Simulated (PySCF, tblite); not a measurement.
**Si₂OF₅ radical, a small gas-phase stand-in for a defect centre (Si site with back bonds F, F, O[Si](F)(F)F): EPR parameters**

What EPR parameters should one expect for `F[Si](F)O[Si](F)(F)F`? It is drawn as: dangling bond.

Computed with tblite 0.8.0 and PySCF 2.14.0; each step states its level. No surroundings beyond the atoms listed, unless a continuum is named. Atoms count from 0, parts from 1.

### 1 The system as given

8 atoms, charge 0, multiplicity 2; geometry: distance geometry start.

### 2 Geometry optimisation with GFN2-xTB

Job settings and geometry (Å):

```
{"job": {"kind": "relax", "xc": "GFN2-xTB", "basis": "xTB"}, "charge": 0, "multiplicity": 2}
Si    -1.687668    -0.116125    -0.101094
F     -2.082792     1.251326    -0.840826
F     -2.665559    -1.277655    -0.673841
O     -0.149948    -0.484116    -0.446659
Si     1.291900     0.024361     0.115406
F      2.479628    -0.942353    -0.445835
F      1.273657    -0.025474     1.714394
F      1.544466     1.525621    -0.376351
```

With the program's defaults for keys left out, this is: GFN2-xTB geometry optimisation, gas phase.

Command:

```
OMP_NUM_THREADS=1 python cluster_run.py task.json out
```

The driver reads the jobs from task.json and runs them one after another.

**Question.** The jobs that follow are: PBE0-D3(BJ)/def2-SVP geometry optimisation, gas phase; UKS B3LYP, IGLO-III on F O Si, non-relativistic, mean-field spin-orbit, GIAO; UKS BHandHLYP, IGLO-III on F O Si, non-relativistic, mean-field spin-orbit, GIAO. Predict: rotational constants (main isotopes); g(iso) (B3LYP); ⟨S²⟩; largest a(iso).

**Answer**, as computed:

| quantity | value |
| --- | --- |
| rotational constants (main isotopes) | 2.52, 0.78, 0.72 GHz |
| g(iso) (B3LYP) | 2.00061 |
| ⟨S²⟩ | 0.751 (exact 0.75) |
| largest a(iso) | 29Si on Si0, -1460.6 MHz |

What this shows: The start of the PBE0/def2-SVP relaxation was shaken at random by about 0.01 Å, so part of the energy gained, and of the first lengths quoted, undoes that. Relaxing lowered the energy by 0.203 eV in 12 steps; the close pair that moved most is O3–Si4, from 1.556 to 1.613 Å (PBE0/def2-SVP). No frequency check was run at this level, so the end point may be a saddle. Most of the unpaired spin sits on Si0 (0.91 e). The isotropic g lies 1.7 ppt below the free-electron value. The coupling of 29Si on Si0 runs from -1492.7 (BHandHLYP/IGLO-III) to -1460.6 MHz (B3LYP/IGLO-III).
